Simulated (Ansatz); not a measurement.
# Si2H4O2: up Jacob's ladder to CCSD(T)

The task here is to estimate one member of a computed series from the others.

Program: Ansatz 0.2.0, Gaussian basis. Level of theory: functionals in def2-TZVPP, the program's frozen cores in correlated methods. These are calculated values, not measurements.

Plan: LDA (SPW92), PBE-D4, revPBE-D4, BLYP-D4, r2SCAN-D4, B97M-V, PBE0-D4, B3LYP-D4, r2SCANh-D4, r2SCAN0-D4, HSE06-D4, BHLYP-D4, CAM-B3LYP-D4, LC-ωPBE, ωB97X-V, ωB97M-V, B2PLYP, PBE-QIDH; CCSD(T)/def2-SVP; CCSD(T)/def2-TZVPP; CCSD(T)/def2-QZVPP; extrapolation to the limit; RPA on PBE.

**The geometry**

An earlier PBE0-D4 in a triple-zeta def2 set relaxation fixed the geometry.

SMILES `O[Si]O[SiH3]`, 8 atoms, charge 0, spin multiplicity 1.

Atoms are counted from 1 here; the program's logs count them from 0.

Bond lengths: O1–Si2 1.643 Å, O1–H5 0.963 Å, Si2–O3 1.656 Å, O3–Si4 1.646 Å, Si4–H6 1.484 Å, Si4–H7 1.486 Å, Si4–H8 1.484 Å. Angles: Si2–O1–H5 118.3°, O1–Si2–O3 101.2°, Si2–O3–Si4 142.0°, O3–Si4–H6 108.8°, O3–Si4–H7 110.6°, O3–Si4–H8 108.8°, H6–Si4–H7 109.5°, H6–Si4–H8 109.6°, H7–Si4–H8 109.5°.

Set-up of the first run:

Contents of in.yaml:

```yaml
crystal:
  periodic: [false, false, false]
  atoms:
    - {symbol: O, position_ang: [-0.524208, 1.960982, -1.900366]}
    - {symbol: Si, position_ang: [0.432002, 1.696693, -0.590922]}
    - {symbol: O, position_ang: [-0.023650, 0.163109, -0.163381]}
    - {symbol: Si, position_ang: [0.271526, -1.016059, 0.946831]}
    - {symbol: H, position_ang: [-1.126089, 1.261007, -2.175227]}
    - {symbol: H, position_ang: [-0.985353, -1.311216, 1.677753]}
    - {symbol: H, position_ang: [1.314132, -0.576529, 1.910447]}
    - {symbol: H, position_ang: [0.733740, -2.235187, 0.238965]}
basis:
  gaussian: {orbitals: def2-TZVPP}
hamiltonian: {xc: lda}
output: {orbitals: {seedname: orbitals}}
```

Launch:

```
ansatz run in.yaml --threads 2 --pin off --events-out ev --progress --plain --max-ram 22528MiB --backend cpu
```

Among the steps run: LDA; PBE-D4 (GGA); revPBE-D4 (GGA); BLYP-D4 (GGA); r2SCAN-D4 (meta-GGA); B97M-V (meta-GGA); PBE0-D4 (hybrid); B3LYP-D4 (hybrid); r2SCANh-D4 (hybrid); r2SCAN0-D4 (hybrid); HSE06-D4 (hybrid); BHLYP-D4 (hybrid); CAM-B3LYP-D4 (range-separated); LC-ωPBE (range-separated); ωB97X-V (range-separated); ωB97M-V (range-separated); B2PLYP (double hybrid); PBE-QIDH (double hybrid).

One of the session's tables, all rows but one given; the rest of the session is left out.

| functional | HOMO (eV) | gap (eV) |
| --- | --- | --- |
| LDA (SPW92) | -6.19 | 3.93 |
| PBE-D4 | -6.08 | 3.98 |
| revPBE-D4 | -6.03 | 3.99 |
| BLYP-D4 | -5.97 | 4.00 |
| r2SCAN-D4 | ? | ? |
| B97M-V | -6.40 | 4.41 |
| PBE0-D4 | -7.20 | 5.94 |
| B3LYP-D4 | -7.03 | 5.57 |
| r2SCANh-D4 | -6.70 | 5.03 |
| r2SCAN0-D4 | -7.33 | 6.14 |
| HSE06-D4 | -6.80 | 5.16 |
| BHLYP-D4 | -8.22 | 7.88 |
| CAM-B3LYP-D4 | -8.53 | 8.37 |
| LC-ωPBE | -9.82 | 10.76 |
| ωB97X-V | -9.50 | 10.35 |
| ωB97M-V | -9.37 | 10.10 |

**Question.** Estimate the row for r2SCAN-D4.

Worked estimate for «HOMO (eV)». Against the share of exact exchange, r2SCANh-D4 (0.1, -6.70), r2SCAN0-D4 (0.25, -7.33) give a slope of -4.20 per unit share; at 0 the line stands at -6.28.

The run gave: HOMO (eV): -6.28; gap (eV): 4.29. In «HOMO (eV)» the line misses by 0.00.

Caveats from the session: The gap between the best rungs is small, so their order is not settled.
